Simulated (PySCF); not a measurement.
# C₅H₁₀AsB: electronic excitations

What electronic excitations should C₅H₁₀AsB (`C#CB[AsH]C(C)C`) show?

Programs: PySCF 2.14.0, with density-fitted response routines of our own. Each step states its level of theory. These are calculated values for one molecule in the gas phase, unless marked as measured. Atoms are numbered from 0 throughout.

## Step 1: Starting geometry

17 atoms, charge 0, multiplicity 1; geometry from: GFN2-xTB.

Bonds of the start (Å): C0–C1 1.21, C1–B2 1.49, B2–As3 2.00, As3–C4 2.02, C4–C5 1.52, C4–C6 1.52, C0–H7 1.05, B2–H8 1.18, As3–H9 1.51, C4–H10 1.10, C5–H11 1.09, C5–H12 1.09, C5–H13 1.09, C6–H14 1.09, C6–H15 1.09, C6–H16 1.09.

## Step 2: Excited states and response: PBE0/def2-SVPD

Job settings and geometry (Å):

```
{"job": {"kind": "uv", "xc": "PBE0", "basis": "def2-SVPD", "nstates": 8, "ntriplets": 3}, "charge": 0, "multiplicity": 1}
C      3.040862    -1.047764     0.073588
C      2.356021    -0.601208    -0.816306
B      1.463110    -0.067574    -1.889093
As    -0.135724     1.057319    -1.457512
C     -0.754064     0.140365     0.235107
C     -2.266188     0.255822     0.374876
C     -0.046568     0.769035     1.428374
H      3.649576    -1.437432     0.838673
H      1.749495    -0.273835    -3.010013
H     -1.032780     0.263723    -2.381422
H     -0.483284    -0.920503     0.184781
H     -2.611749    -0.248552     1.277689
H     -2.767326    -0.195418    -0.482489
H     -2.563122     1.303484     0.430691
H     -0.337269     0.279168     2.357943
H      1.035237     0.681939     1.319958
H     -0.303224     1.826577     1.505245
```

With the program's defaults for keys left out, this is: TDDFT PBE0/def2-SVPD, vertical, gas phase, core orbitals frozen in the response.

Started as:

```sh
OMP_NUM_THREADS=1 python probes_run.py task.json out
```

One launch serves the whole session: the jobs run in the order shown.

What will the session give for the following? lowest singlet (PBE0/def2-SVPD); brightest single state of those computed; lowest triplet. Wanted: lowest singlet; brightest single state of those computed; lowest triplet.

The runs gave:

| quantity | value |
| --- | --- |
| lowest singlet (PBE0/def2-SVPD) | 3.45 eV (360 nm), f = 0.024 |
| brightest single state of those computed | state 2, 4.20 eV, f = 0.074 |
| lowest triplet | 2.81 eV |

In words: The first singlet state (HOMO→LUMO 0.78, HOMO−1→LUMO 0.19) lies at 3.45 eV and is weak; of the 8 states computed, the strongest absorption comes from state 2 at 4.20 eV. The lowest triplet lies 0.64 eV below the lowest singlet (triplets in Tamm-Dancoff, singlets in full TDDFT).
